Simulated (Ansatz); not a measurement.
# CH₃BClFSe: up Jacob's ladder to CCSD(T)

One table from this session's results is given with a row withheld; the runs are named, their logs left out.

Computed with Ansatz 0.2.0, Gaussian basis. Level: functionals in def2-TZVPP, the program's frozen cores in correlated methods.

Plan: LDA (SPW92), PBE-D4, revPBE-D4, BLYP-D4, r2SCAN-D4, B97M-V, PBE0-D4, B3LYP-D4, r2SCANh-D4, r2SCAN0-D4, HSE06-D4, BHLYP-D4, CAM-B3LYP-D4, LC-ωPBE, ωB97X-V, ωB97M-V, B2PLYP, PBE-QIDH; CCSD(T)/def2-SVP; CCSD(T)/def2-TZVPP; MP2/def2-QZVPP; extrapolation to the limit; RPA on PBE.

## The geometry

The geometry comes from an earlier relaxation with PBE0-D4 in a triple-zeta def2 set; it is a stationary point, not always the lowest conformer.

SMILES `C[Se]B(F)Cl`, 8 atoms, charge 0, spin multiplicity 1.

Atoms are counted from 1 here; the program's logs count them from 0.

Bond lengths: C1–Se2 1.948 Å, C1–H6 1.088 Å, C1–H7 1.087 Å, C1–H8 1.087 Å, Se2–B3 1.926 Å, B3–F4 1.319 Å, B3–Cl5 1.754 Å. Angles: Se2–C1–H6 106.2°, Se2–C1–H7 109.9°, Se2–C1–H8 109.9°, H6–C1–H7 110.1°, H6–C1–H8 110.1°, H7–C1–H8 110.6°, C1–Se2–B3 100.4°, Se2–B3–F4 118.0°, Se2–B3–Cl5 123.8°, F4–B3–Cl5 118.2°.

The first run:

The input, in.yaml:

```yaml
crystal:
  periodic: [false, false, false]
  atoms:
    - {symbol: C, position_ang: [-0.840496, 0.869845, -0.530905]}
    - {symbol: Se, position_ang: [-0.666244, -0.129684, 1.131952]}
    - {symbol: B, position_ang: [0.963320, -1.096522, 0.786409]}
    - {symbol: F, position_ang: [1.413352, -1.908373, 1.723885]}
    - {symbol: Cl, position_ang: [1.881251, -0.959025, -0.701616]}
    - {symbol: H, position_ang: [-1.750310, 1.459666, -0.436763]}
    - {symbol: H, position_ang: [0.017255, 1.524603, -0.660443]}
    - {symbol: H, position_ang: [-0.926128, 0.182388, -1.368318]}
basis:
  gaussian: {orbitals: def2-TZVPP}
hamiltonian: {xc: lda}
output: {orbitals: {seedname: orbitals}}
```

Among the steps run: LDA; PBE-D4 (GGA); revPBE-D4 (GGA); BLYP-D4 (GGA); r2SCAN-D4 (meta-GGA); B97M-V (meta-GGA); PBE0-D4 (hybrid); B3LYP-D4 (hybrid); r2SCANh-D4 (hybrid); r2SCAN0-D4 (hybrid); HSE06-D4 (hybrid); BHLYP-D4 (hybrid); CAM-B3LYP-D4 (range-separated); LC-ωPBE-D4 (range-separated; the results give it without D4); ωB97X-V (range-separated); ωB97M-V (range-separated); B2PLYP (double hybrid); PBE-QIDH (double hybrid).

One of the session's tables, all rows but one given; the rest of the session is left out.

It belongs to the step «Frontier levels by functional». 

```
  functional  HOMO (eV)  gap (eV)
 LDA (SPW92)      -6.35      4.55
      PBE-D4      -6.19      4.66
   revPBE-D4      -6.13      4.71
     BLYP-D4      -6.02      4.66
   r2SCAN-D4      -6.46      5.21
      B97M-V      -6.50      5.36
     PBE0-D4      -7.32      6.70
    B3LYP-D4      -7.09      6.28
  r2SCANh-D4      -6.87      5.95
  r2SCAN0-D4      -7.50      7.06
    HSE06-D4          ?         ?
    BHLYP-D4      -8.30      8.75
CAM-B3LYP-D4      -8.58      9.10
     LC-ωPBE      -9.92     11.55
     ωB97X-V      -9.58     11.16
     ωB97M-V      -9.44     10.88
```

Q: Estimate the row for HSE06-D4 from the others.

**Answer.** HOMO (eV): -6.93; gap (eV): 5.92. In the column «HOMO (eV)» it lies between B3LYP-D4 (-7.09) and r2SCANh-D4 (-6.87).
